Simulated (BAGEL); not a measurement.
# One shape, several levels: Si2H4F2 (SMILES F[SiH2][SiH2]F)

Wanted: a comparison of 5 runs (HF/3-21G, HF/6-31G*, B3LYP/6-31G*, PBE0/6-31G*, RI-MP2/6-31G*) of Si2H4F2. 

The results are computed with BAGEL 1.2.2.

17 further runs of the same task are left out: 17 set aside as unsound or not needed.

## (1) The structure to begin with

Si2H4F2 has 8 atoms, charge 0, and is taken as a singlet. SMILES: `F[SiH2][SiH2]F`. The Si3–H8 distance was set to 1.708 Å, away from the relaxed value.

Bond lengths: F1–Si2 1.605 Å, Si2–Si3 2.350 Å, Si3–F4 1.605 Å, Si2–H5 1.485 Å, Si2–H6 1.487 Å, Si3–H7 1.487 Å. Angles: F1–Si2–Si3 110.4°, Si2–Si3–F4 110.4°, F1–Si2–H5 108.0°, F1–Si2–H6 108.1°, Si3–Si2–H5 111.7°, Si3–Si2–H6 109.2°, Si2–Si3–H7 109.2°, F4–Si3–H7 108.1°, H5–Si2–H6 109.3°. A long bond or contact: Si3–H8 1.708 Å.

## (2) The energy at HF/3-21G (density fitting with qzvpp-jkfit) (run 1)

job.json

```json
{ "bagel" : [

{
  "title" : "molecule",
  "basis" : "3-21g",
  "df_basis" : "qzvpp-jkfit",
  "angstrom" : true,
  "geometry" : [
    { "atom" : "F", "xyz" : [   -1.809470,    1.330620,   -0.409878 ] },
    { "atom" : "Si", "xyz" : [   -0.232470,    1.252920,   -0.122978 ] },
    { "atom" : "Si", "xyz" : [    0.483930,   -0.984780,   -0.091278 ] },
    { "atom" : "F", "xyz" : [    0.406330,   -1.617180,   -1.564178 ] },
    { "atom" : "H", "xyz" : [    0.465430,    2.039020,   -1.172378 ] },
    { "atom" : "H", "xyz" : [    0.025530,    1.868520,    1.206222 ] },
    { "atom" : "H", "xyz" : [    1.900130,   -1.039180,    0.360022 ] },
    { "atom" : "H", "xyz" : [   -0.477100,   -1.941900,    0.946800 ] }
  ]
},
{
  "title" : "hf"
},
{
  "title" : "print",
  "file" : "orbitals.molden",
  "orbitals" : true
}

]}
```

Run with:

```console
BAGEL_NUM_THREADS=1 BAGEL job.json > job.out
```

The program printed:

```text
* using 1 threads per process

  ===============================================================
  ===============================================================

  *** Geometry ***

  { "atom" : "F", "xyz" : [     -3.419403,      2.514507,     -0.774557 ] },
  { "atom" : "Si", "xyz" : [     -0.439305,      2.367676,     -0.232395 ] },
  { "atom" : "Si", "xyz" : [      0.914495,     -1.860964,     -0.172490 ] },
[... 4 lines of this table left out ...]
  { "atom" : "H", "xyz" : [     -0.901588,     -3.669659,      1.789193 ] },

  Number of auxiliary basis functions:      482

  Since a DF basis is specified, we compute 2- and 3-index integrals:
    o Being stored without compression. Storage requirement is 0.010 GB

  Number of basis functions:       52
  Number of electrons      :       50

    * METHOD: MOLECULE                             0.18

  *** RHF ***

  === Nuclear Repulsion ===
   220.6509893425

      * DIIS with orbital gradients will be used.

  === RHF iteration (3-21g) ===
      0       -774.81873548          0.02612014           0.05
      1       -774.93948289          0.01611591           0.05
      2       -774.98981188          0.00107907           0.05
[... 8 lines of this table left out ...]
     11       -774.99043700          0.00000001           0.06
    * SCF iteration converged.

    * Permanent dipole moment:
           (   -0.758714,    -0.336939,    -0.642730) a.u.

    * METHOD: HF                                   0.73

    * METHOD: PRINT                                0.01

  ===============================================================
```

Run time: 1.2 s. Hardware: 1 thread of Arm Neoverse V2, shared host.

## (3) A single-point energy at HF/6-31G(d) (density fitting with qzvpp-jkfit, spherical functions) (run 2)

input.json

```json
{ "bagel": [

{
  "title": "molecule",
  "basis": "6-31gs.json",
  "df_basis": "qzvpp-jkfit",
  "angstrom": true,
  "geometry": [
    { "atom": "F", "xyz": [      -1.809470,       1.330620,      -0.409878 ] },
    { "atom": "Si", "xyz": [      -0.232470,       1.252920,      -0.122978 ] },
    { "atom": "Si", "xyz": [       0.483930,      -0.984780,      -0.091278 ] },
    { "atom": "F", "xyz": [       0.406330,      -1.617180,      -1.564178 ] },
    { "atom": "H", "xyz": [       0.465430,       2.039020,      -1.172378 ] },
    { "atom": "H", "xyz": [       0.025530,       1.868520,       1.206222 ] },
    { "atom": "H", "xyz": [       1.900130,      -1.039180,       0.360022 ] },
    { "atom": "H", "xyz": [      -0.477100,      -1.941900,       0.946800 ] }
  ]
},

{
  "title": "hf"
},

{
  "title": "print",
  "file": "orbitals.molden",
  "orbitals": true
}

]}
```

The basis set 6-31G* is read from a file made from the Basis Set Exchange's data (not shown).

Run with:

```console
BAGEL_NUM_THREADS=1 BAGEL input.json > input.out
```

The program printed:

```text
* using 1 threads per process

  ===============================================================
  ===============================================================

  *** Geometry ***

  { "atom" : "F", "xyz" : [     -3.419403,      2.514507,     -0.774557 ] },
  { "atom" : "Si", "xyz" : [     -0.439305,      2.367676,     -0.232395 ] },
  { "atom" : "Si", "xyz" : [      0.914495,     -1.860964,     -0.172490 ] },
[... 4 lines of this table left out ...]
  { "atom" : "H", "xyz" : [     -0.901588,     -3.669659,      1.789193 ] },

  Number of auxiliary basis functions:      482

  Since a DF basis is specified, we compute 2- and 3-index integrals:
    o Being stored without compression. Storage requirement is 0.020 GB

  Number of basis functions:       72
  Number of electrons      :       50

    * METHOD: MOLECULE                             0.24

  *** RHF ***

  === Nuclear Repulsion ===
   220.6509893425

      * DIIS with orbital gradients will be used.

  === RHF iteration (6-31gs.json) ===
      0       -778.88510138          0.02326210           0.08
      1       -779.03534192          0.01526436           0.07
      2       -779.12416107          0.00132336           0.07
[... 8 lines of this table left out ...]
     11       -779.12544583          0.00000001           0.08
    * SCF iteration converged.

    * Permanent dipole moment:
           (   -0.653610,    -0.315186,    -0.494362) a.u.

    * METHOD: HF                                   1.06

    * METHOD: PRINT                                0.01

  ===============================================================
```

Run time: 1.6 s. Hardware: 1 thread of Arm Neoverse V2, shared host; peak memory 0.1 GiB.

## (4) A single-point energy at B3LYP/6-31G(d) (density fitting with qzvpp-jkfit, spherical functions) (run 3)

input.json

```json
{ "bagel": [

{
  "title": "molecule",
  "basis": "6-31gs.json",
  "df_basis": "qzvpp-jkfit",
  "angstrom": true,
  "geometry": [
    { "atom": "F", "xyz": [   -1.809470,    1.330620,   -0.409878 ] },
    { "atom": "Si", "xyz": [   -0.232470,    1.252920,   -0.122978 ] },
    { "atom": "Si", "xyz": [    0.483930,   -0.984780,   -0.091278 ] },
    { "atom": "F", "xyz": [    0.406330,   -1.617180,   -1.564178 ] },
    { "atom": "H", "xyz": [    0.465430,    2.039020,   -1.172378 ] },
    { "atom": "H", "xyz": [    0.025530,    1.868520,    1.206222 ] },
    { "atom": "H", "xyz": [    1.900130,   -1.039180,    0.360022 ] },
    { "atom": "H", "xyz": [   -0.477100,   -1.941900,    0.946800 ] }
  ]
},
{
  "title": "ks",
  "xc_func": "b3lyp"
},
{
  "title": "print",
  "file": "orbitals.molden",
  "orbitals": true
}

]}
```

The basis set 6-31G* is read from a file made from the Basis Set Exchange's data (not shown).

Run with:

```console
BAGEL_NUM_THREADS=1 BAGEL input.json > input.out
```

The program printed:

```text
* using 1 threads per process

  ===============================================================
  ===============================================================

  *** Geometry ***

  { "atom" : "F", "xyz" : [     -3.419403,      2.514507,     -0.774557 ] },
  { "atom" : "Si", "xyz" : [     -0.439305,      2.367676,     -0.232395 ] },
  { "atom" : "Si", "xyz" : [      0.914495,     -1.860964,     -0.172490 ] },
[... 4 lines of this table left out ...]
  { "atom" : "H", "xyz" : [     -0.901588,     -3.669659,      1.789193 ] },

  Number of auxiliary basis functions:      482

  Since a DF basis is specified, we compute 2- and 3-index integrals:
    o Being stored without compression. Storage requirement is 0.020 GB

  Number of basis functions:       72
  Number of electrons      :       50

    * METHOD: MOLECULE                             0.24

  *** Kohn-Sham DFT ***

    * Removing 13217 points whose weight is below 1.00e-10
    * Grid points: 106031

  === Nuclear Repulsion ===
   220.6509893425

       - DIIS with orbital gradients will be used.

  === KS iteration (b3lyp / 6-31gs.json) ===
      0       -756.11110516          0.12821859           0.37
      1       -729.25846698          0.12189890           0.37
      2       -741.49636857          0.16276958           0.35
[... 18 lines of this table left out ...]
     21       -781.15587453          0.00000000           0.35
    * SCF iteration converged.

    * Permanent dipole moment:
           (   -0.550812,    -0.267849,    -0.412457) a.u.

    * METHOD: KS                                   8.32

    * METHOD: PRINT                                0.01

  ===============================================================
```

It took 9 s on 1 thread of Arm Neoverse V2, shared host; peak memory 0.39 GiB.

Run 4 isn't shown in full; the table further down has it.

## (5) A single-point energy at RI-MP2/6-31G(d) (density fitting with qzvpp-jkfit, spherical functions) (run 5)

mp2.json

```json
{ "bagel" : [

{
  "title" : "molecule",
  "basis" : "6-31gs.json",
  "df_basis" : "qzvpp-jkfit",
  "angstrom" : "true",
  "geometry" : [
    { "atom" : "F", "xyz" : [   -1.809470,    1.330620,   -0.409878 ] },
    { "atom" : "Si", "xyz" : [   -0.232470,    1.252920,   -0.122978 ] },
    { "atom" : "Si", "xyz" : [    0.483930,   -0.984780,   -0.091278 ] },
    { "atom" : "F", "xyz" : [    0.406330,   -1.617180,   -1.564178 ] },
    { "atom" : "H", "xyz" : [    0.465430,    2.039020,   -1.172378 ] },
    { "atom" : "H", "xyz" : [    0.025530,    1.868520,    1.206222 ] },
    { "atom" : "H", "xyz" : [    1.900130,   -1.039180,    0.360022 ] },
    { "atom" : "H", "xyz" : [   -0.477100,   -1.941900,    0.946800 ] }
  ]
},
{ "title" : "hf" },
{ "title" : "mp2", "ncore" : 12 }

]}
```

The basis set 6-31G* is read from a file made from the Basis Set Exchange's data (not shown).

Run with:

```console
BAGEL_NUM_THREADS=1 BAGEL mp2.json > mp2.out
```

The program printed:

```text
* using 1 threads per process

  ===============================================================
  ===============================================================

  *** Geometry ***

  { "atom" : "F", "xyz" : [     -3.419403,      2.514507,     -0.774557 ] },
  { "atom" : "Si", "xyz" : [     -0.439305,      2.367676,     -0.232395 ] },
  { "atom" : "Si", "xyz" : [      0.914495,     -1.860964,     -0.172490 ] },
[... 4 lines of this table left out ...]
  { "atom" : "H", "xyz" : [     -0.901588,     -3.669659,      1.789193 ] },

[... 23 lines left out ...]
    * SCF iteration converged.
[... 1 line left out ...]
    * Permanent dipole moment:
[... 2 lines left out ...]
    * METHOD: HF                                   1.06

  *** RHF ***

  === Nuclear Repulsion ===
   220.6509893425

      * DIIS with orbital gradients will be used.

  === RHF iteration (6-31gs.json) ===
      0       -779.12544583          0.00000000           0.07
    * SCF iteration converged.

    * Permanent dipole moment:
           (   -0.653610,    -0.315186,    -0.494362) a.u.

  === DF-MP2 calculation ===

    * freezing 12 orbitals
    * 3-index integral transformation done
    * assembly done

      MP2 correlation energy:   -0.4983058157      0.04

      MP2 total energy:       -779.6237516465

    * METHOD: MP2                                  0.20

  ===============================================================
```

Run time: 1.8 s. Hardware: 1 thread of Arm Neoverse V2, shared host; peak memory 0.1 GiB.

## (6) Overview of the runs

```
run                                                                  level  frozen core orbitals  energy (Eh)  dipole moment (D)  HOMO energy (eV)  LUMO energy (eV)  wall time
  1                            HF/3-21G (density fitting with qzvpp-jkfit)                     –  -774.990437               2.67            -11.34              2.88      1.2 s
  2      HF/6-31G* (density fitting with qzvpp-jkfit, spherical functions)                     –  -779.125446               2.23            -11.33              2.59      1.6 s
  3   B3LYP/6-31G* (density fitting with qzvpp-jkfit, spherical functions)                     –  -781.155875               1.88             -8.05             -0.81        9 s
  4    PBE0/6-31G* (density fitting with qzvpp-jkfit, spherical functions)                     –  -780.677156               1.92             -8.29             -0.65        9 s
  5  RI-MP2/6-31G* (density fitting with qzvpp-jkfit, spherical functions)                    12  -779.623752                  –                 –                 –      1.8 s
```

## (7) What came out

| quantity | value |
| --- | --- |
| run 5: total energy | -779.62375 Eh |
| run 5: correlation energy (12 core orbitals frozen) | -498.3 mEh |

Over runs 1, 2, 3, 4 the dipole moment (its size) runs from 1.88 D (B3LYP/6-31G*) to 2.67 D (HF/3-21G). The two ends differ in method and basis. Over runs 1, 2, 3, 4 the HOMO–LUMO gap runs from 7.24 eV (B3LYP/6-31G*) to 14.22 eV (HF/3-21G). Totals of different functionals can't be ranked against each other. All runs together took 23 s, the longest 9 s.
